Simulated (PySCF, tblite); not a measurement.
# C₂H₉ClSSi₃: geometry, infrared bands and NMR shifts

What infrared bands and NMR shifts should C₂H₉ClSSi₃ (`CS[Si@@H]1C[SiH2][Si@H]1Cl`) show?

Programs: tblite 0.8.0 and PySCF 2.14.0, with density-fitted response routines of our own. Each step states its level of theory. These are calculated values for one molecule in the gas phase, unless marked as measured. Atoms count from 0, in the outputs and in this text.

### Step 1. The starting structure

16 atoms, charge 0, multiplicity 1; geometry from: force field or distance geometry start.

Bonds of the start (Å): C0–S1 1.83, S1–Si2 2.13, Si2–C3 1.88, C3–Si4 1.85, Si4–Si5 2.21, Si5–Cl6 2.08, Si5–Si2 2.23, C0–H7 1.09, C0–H8 1.12, C0–H9 1.12, Si2–H10 1.46, C3–H11 1.13, C3–H12 1.10, Si4–H13 1.46, Si4–H14 1.49, Si5–H15 1.46.

### Step 2. Optimising the geometry with GFN2-xTB

Job settings and geometry (Å):

```
{"job": {"kind": "relax", "xc": "GFN2-xTB", "basis": "xTB"}, "charge": 0, "multiplicity": 1}
C      3.179900     0.151500     0.176400
S      1.790400    -0.760800    -0.583700
Si     0.046500    -0.663900     0.640000
C     -1.436000    -1.379300    -0.270100
Si    -2.439300     0.173000    -0.367300
Si    -0.833700     1.384700     0.551200
Cl    -1.221700     2.166900     2.435200
H      4.143500    -0.329100    -0.011100
H      2.978000     0.164800     1.275400
H      3.145800     1.223100    -0.133400
H      0.244100    -1.212800     1.980400
H     -1.983600    -2.155000     0.348900
H     -1.163900    -1.740500    -1.270600
H     -3.667800     0.099400     0.424000
H     -2.658500     0.620100    -1.768000
H     -0.131300     2.266700    -0.368900
```

Command:

```console
$ OMP_NUM_THREADS=1 python probes_run.py task.json out
```

This one command runs all jobs of the session in turn.

**Question.** This job is followed by: GFN2-xTB harmonic vibrations, gas phase; GIAO PBE0/pcSseg-1 NMR shielding, non-relativistic, gas phase. What will the session give for the following? strongest single infrared mode (GFN2-xTB); zero-point energy (GFN2-xTB); 13C shifts against TMS (PBE0/pcSseg-1); 1H shifts against TMS (PBE0/pcSseg-1, means over atoms taken as alike); 33S shifts against CS2 (PBE0/pcSseg-1); 29Si shifts against TMS (PBE0/pcSseg-1); 35Cl shifts against HCl (PBE0/pcSseg-1).

As calculated:

```
                                                              quantity                                         value
                             strongest single infrared mode (GFN2-xTB)                         2204 cm⁻¹, 404 km/mol
                                          zero-point energy (GFN2-xTB)                                 62.5 kcal/mol
                                13C shifts against TMS (PBE0/pcSseg-1)                                14.3, -4.5 ppm
1H shifts against TMS (PBE0/pcSseg-1, means over atoms taken as alike)  6.14, 5.90, 4.79, 4.77, 2.00, 0.84, 0.64 ppm
                                33S shifts against CS2 (PBE0/pcSseg-1)                                      -204 ppm
                               29Si shifts against TMS (PBE0/pcSseg-1)                         12.5, 11.2, -48.3 ppm
                               35Cl shifts against HCl (PBE0/pcSseg-1)                                       -62 ppm
```

What this shows: Over 88 steps the energy fell by 0.833 eV; of the close pairs, Si4–Si5 changed most, 2.211 to 2.357 Å. All 42 modes are real, so the xTB geometry is a minimum. The strongest single mode, at 2204 cm⁻¹, moves mainly H13. GFN2-xTB is a fitted tight-binding method: band positions and strengths are rough. Its intensities can rank the bands wrongly. At PBE0/pcSseg-1: The largest span, 322 ppm, is at S1, where the paramagnetic term is -352 ppm.
